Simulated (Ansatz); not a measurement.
# CH₆BNO: vertical ionisation energy

How much energy removes an electron from CH₆BNO at fixed geometry? The cation is run at each level and the neutral's energy taken from earlier runs.

Method: unrestricted cation, the program's frozen cores in correlated methods; program: Ansatz 0.2.0, Gaussian basis.

Levels to be run: UKS PBE-D4/def2-TZVPP; UKS r2SCAN-D4/def2-TZVPP; UKS PBE0-D4/def2-TZVPP; UKS B3LYP-D4/def2-TZVPP; UKS wB97X-V/def2-TZVPP; UKS wB97M-V/def2-TZVPP; UKS B2PLYP/def2-TZVPP; UHF-CCSD(T)/def2-TZVPP; UHF-MP2/def2-QZVPP; extrapolation to the limit; then −ε(HOMO) from the neutral's earlier runs with LDA (SPW92), PBE-D4, revPBE-D4, BLYP-D4, r2SCAN-D4, B97M-V, PBE0-D4, B3LYP-D4, r2SCANh-D4, r2SCAN0-D4, HSE06-D4, BHLYP-D4, CAM-B3LYP-D4, LC-ωPBE, ωB97X-V, ωB97M-V.

## Step 1: The geometry

All runs share one geometry, relaxed beforehand with PBE0-D4 in a triple-zeta def2 set.

SMILES `CB(N)O`, 10 atoms, charge 0, spin multiplicity 1.

Atoms are counted from 1 here; the program's logs count them from 0.

Bond lengths: C1–B2 1.579 Å, C1–H5 1.095 Å, C1–H6 1.092 Å, C1–H7 1.095 Å, B2–N3 1.404 Å, B2–O4 1.379 Å, N3–H8 1.005 Å, N3–H9 1.002 Å, O4–H10 0.957 Å. Angles: B2–C1–H5 110.9°, B2–C1–H6 113.4°, B2–C1–H7 110.9°, H5–C1–H6 107.4°, H5–C1–H7 106.5°, H6–C1–H7 107.4°, C1–B2–N3 122.1°, C1–B2–O4 121.6°, N3–B2–O4 116.3°, B2–N3–H8 122.2°, B2–N3–H9 123.1°, H8–N3–H9 114.6°, B2–O4–H10 112.7°.

## Step 2: Cation, UKS PBE-D4/def2-TZVPP

in.yaml reads:

```yaml
crystal:
  periodic: [false, false, false]
  atoms:
    - {symbol: C, position_ang: [-0.968838, 0.700537, -0.137491]}
    - {symbol: B, position_ang: [0.364890, -0.143030, -0.097626]}
    - {symbol: N, position_ang: [0.612711, -1.099060, 0.899574]}
    - {symbol: O, position_ang: [1.352589, 0.021524, -1.045865]}
    - {symbol: H, position_ang: [-1.506469, 0.537347, -1.077628]}
    - {symbol: H, position_ang: [-1.656673, 0.463691, 0.676899]}
    - {symbol: H, position_ang: [-0.754654, 1.773244, -0.083261]}
    - {symbol: H, position_ang: [1.460989, -1.637725, 0.926803]}
    - {symbol: H, position_ang: [-0.034352, -1.301332, 1.637871]}
    - {symbol: H, position_ang: [1.129807, 0.684815, -1.699296]}
basis:
  gaussian: {orbitals: def2-TZVPP}
total_charge: 1
magnetization: {spin_polarized: true, initial_magnetization: 1}
hamiltonian: {xc: pbe, dispersion: d4}
```

Run with:

```
ansatz run in.yaml --threads 2 --pin off --events-out ev --progress --plain --max-ram 32768MiB --backend cpu
```

The runs that follow: Cation, UKS r2SCAN-D4/def2-TZVPP; Cation, UKS PBE0-D4/def2-TZVPP; Cation, UKS B3LYP-D4/def2-TZVPP; Cation, UKS wB97X-V/def2-TZVPP; Cation, UKS wB97M-V/def2-TZVPP; Cation, UKS B2PLYP (frozen core)/def2-TZVPP; Cation, UHF-CCSD(T)/def2-TZVPP; Cation, UHF-MP2/def2-QZVPP.

Q: Predict the results of all the runs planned. Wanted: ionisation energy, CCSD(T)/CBS; nearest functional by difference; nearest −ε(HOMO); −ε(HOMO) of PBE; T1 of the cation.

As calculated:

```
                        quantity               value
  ionisation energy, CCSD(T)/CBS            10.32 eV
nearest functional by difference  ωB97X-V (-0.18 eV)
                nearest −ε(HOMO)  LC-ωPBE (+0.14 eV)
                 −ε(HOMO) of PBE             6.12 eV
                T1 of the cation               0.026
```

**Reading.** Energy differences with functionals land within 0.49 eV of the reference. The PBE orbital energy is 4.2 eV too small: a semilocal HOMO is no ionisation energy. Among orbital estimates LC-ωPBE comes nearest. Hartree-Fock falls 1.50 eV short, as the neutral has more correlation energy than the cation.
